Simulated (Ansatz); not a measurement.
# VMo3S8: the cost of one run

Computed with Ansatz 0.2.0 (DFT PBE, scalar-relativistic, plane waves, PAW, unless a step names another level, unless a step's input says otherwise).

5 further runs of the same task are left out: 2 that didn't finish, 3 set aside as unsound or not needed.

### 1 The system as given

The structure is trigonal, space group R-3m (No. 166). Conventional cell: a = 6.376 Å, b = 6.376 Å, c = 22.491 Å, α = 90.00°, β = 90.00°, γ = 120.00°. Around V (site symmetry -3m) lie 6 S at 2.37 Å. Mo (site symmetry 2/m) has 6 S at 2.42 to 2.43 Å as nearest neighbours. Around S (site symmetry m) lie 1 V at 2.37 Å and 2 Mo at 2.42 Å. Around S (site symmetry 3m) lie 3 Mo at 2.43 Å.

As a file:

```cif
data_structure
_symmetry_space_group_name_H-M 'P 1'
_symmetry_Int_Tables_number 1
_cell_length_a 8.3522
_cell_length_b 8.3522
_cell_length_c 8.3522
_cell_angle_alpha 44.880
_cell_angle_beta 44.880
_cell_angle_gamma 44.880
_cell_volume 263.99
loop_
_atom_site_label
_atom_site_type_symbol
_atom_site_fract_x
_atom_site_fract_y
_atom_site_fract_z
_atom_site_occupancy
V1 V 0.50000 0.50000 0.50000 1
Mo1 Mo 0.50000 0.00000 0.00000 1
Mo2 Mo 0.00000 0.50000 0.00000 1
Mo3 Mo 0.00000 0.00000 0.50000 1
S1 S 0.59386 0.10619 0.59386 1
S2 S 0.59386 0.59386 0.10619 1
S3 S 0.10619 0.59386 0.59386 1
S4 S 0.09640 0.09640 0.09640 1
S5 S 0.40614 0.89381 0.40614 1
S6 S 0.40614 0.40614 0.89381 1
S7 S 0.89381 0.40614 0.40614 1
S8 S 0.90360 0.90360 0.90360 1
```

The cell was relaxed beforehand at this level, from a generated guess; it needn't be the stable form of this composition. At a tolerance of 0.05 Å it has space group R-3m (No. 166); it has 22.00 Å³/atom, an uncorrected energy of -0.69 eV/atom over the elements.

### 2 Bands, states and charges

Contents of input.yaml:

```yaml
crystal:
  lattice:
    - [3.1882116528, 1.840714856, 7.4971220567]
    - [-3.1882116528, 1.840714856, 7.4971220567]
    - [0.0, -3.681429712, 7.4971220567]
  atoms:
    - { symbol: V, position: [0.5, 0.5, 0.5] }
    - { symbol: Mo, position: [0.5, 0.0, 0.0] }
    - { symbol: Mo, position: [0.0, 0.5, 0.0] }
    - { symbol: Mo, position: [0.0, 0.0, 0.5] }
    - { symbol: S, position: [0.5938576968, 0.1061886195, 0.5938576968] }
    - { symbol: S, position: [0.5938576968, 0.5938576968, 0.1061886195] }
    - { symbol: S, position: [0.1061886195, 0.5938576968, 0.5938576968] }
    - { symbol: S, position: [0.0964037161, 0.0964037161, 0.0964037161] }
    - { symbol: S, position: [0.4061423032, 0.8938113805, 0.4061423032] }
    - { symbol: S, position: [0.4061423032, 0.4061423032, 0.8938113805] }
    - { symbol: S, position: [0.8938113805, 0.4061423032, 0.4061423032] }
    - { symbol: S, position: [0.9035962839, 0.9035962839, 0.9035962839] }
basis:
  ecutwfc: 420
kpoints:
  mp_grid: { grid: [6, 6, 6] }
  band_path:
    path:
      - [[0.0, 0.0, 0.0], [0.5, 0.5, 0.5], [0.79314568, 0.20685432, 0.5]]
      - [[0.5, -0.20685432, 0.20685432], [0.5, 0.0, 0.0], [0.0, 0.0, 0.0], [0.35342716, -0.35342716, 0.0]]
      - [[0.64657284, 0.0, 0.35342716], [0.5, 0.0, 0.5], [0.0, 0.0, 0.0]]
    npoints: 10
hamiltonian:
  xc: pbe
scf:
  occupations: { method: gaussian, width: 0.1 }
  n_extra_bands: 30
output:
  forces: true
  stress: true
  eigenvalues: true
  populations: true
  dos: { projected: true, de: 0.02, nscf_kmesh: { grid: [8, 8, 8] } }
  bader: false
  write_density: true
  write_potential: true
  elf: true
  volumetric_format: npy
```

Run with:

```bash
> ansatz run input.yaml --threads 4 --pin off --max-ram 8192MiB --backend cpu --events-out ev --progress --plain --runs-dir out
```

What time and memory should one allow on 4 threads of Intel Xeon at 2.50GHz (Skylake/Cascade Lake), shared host?

About 98 s, with a peak of 1.5 GiB.
